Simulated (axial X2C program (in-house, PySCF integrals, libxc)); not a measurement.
**WH: properties at the nuclei**

Wanted for WH: properties at the nuclei, at the two-component level.

Program: an in-house X2C program for linear molecules on PySCF integrals. Level of theory: two-component X2C with atomic mean-field terms, W dyall-acv3z, H dyall-av3z. These are calculated values, not measurements.

## (1) Set-up

task.json reads:

```json
{"zs": [74, 1], "q": 0, "bas": ["dyall-acv3z", "dyall-av3z"], "r0": 1.69, "levels": ["PBE0", "HF", "B3LYP"], "nst": 1, "ff": 1, "thr": -3.5, "nmax": 130, "opt": {"ecut": 60}}
```

Keys: zs atomic numbers; q charge; bas basis sets; r0 starting distance in Å; levels methods (HF also brings MP2); nst determinants followed; ff finite-field run; thr threshold in hartree for freezing inner shells (an s shell follows its p shell); nmax most natural virtual spinors; ecut virtual cutoff in hartree.

On the command line:

```console
$ python soeom.py task.json out
```

Further steps of the session: Expectation values, lowest determinant; Finite-field coupled cluster.

Before running it: what results should come out? Wanted: lowest determinant; Eeff magnitude; Ws magnitude W; A∥/gI W; qzz W (for each run or level that gives them).

The runs gave:

```
                       quantity                                    value
             lowest determinant  Ω = 5/2 (excess of +ω over −ω: ω = 5/2)
   Eeff magnitude (GV/cm), PBE0                                     24.9
     Ws magnitude W (kHz), PBE0                                     9.56
            A∥/gI W (MHz), PBE0                                     1700
             qzz W (a.u.), PBE0                                    -1.20
Eeff magnitude (GV/cm), CCSD(T)                                       27
  Ws magnitude W (kHz), CCSD(T)                                     10.4
         A∥/gI W (MHz), CCSD(T)                                     1430
          qzz W (a.u.), CCSD(T)                                    -1.86
```

**Reading.** In the first state, the effective field runs from 24.9 to 30 GV/cm over the mean-field levels. The expectation values come from single determinants, which for open shells can mix terms of unlike spin or miss the lowest Ω, so a determinant need not be a state. Eeff is the effective electric field on the electron dipole moment in this Ω state and Ws the scalar–pseudoscalar constant (defined with the proton number Z and per Ω); A∥ is the parallel hyperfine constant, which follows by multiplying with the nuclear g factor gI = μI/(I μN); qzz is the electric field gradient, eQq0 = 234.96 MHz × Q/barn × qzz; μ is positive if H is the positive end. The operators were transformed with the bare-nucleus X2C matrices. Correlation of the inner shells is missing, which matters for properties at the nucleus.
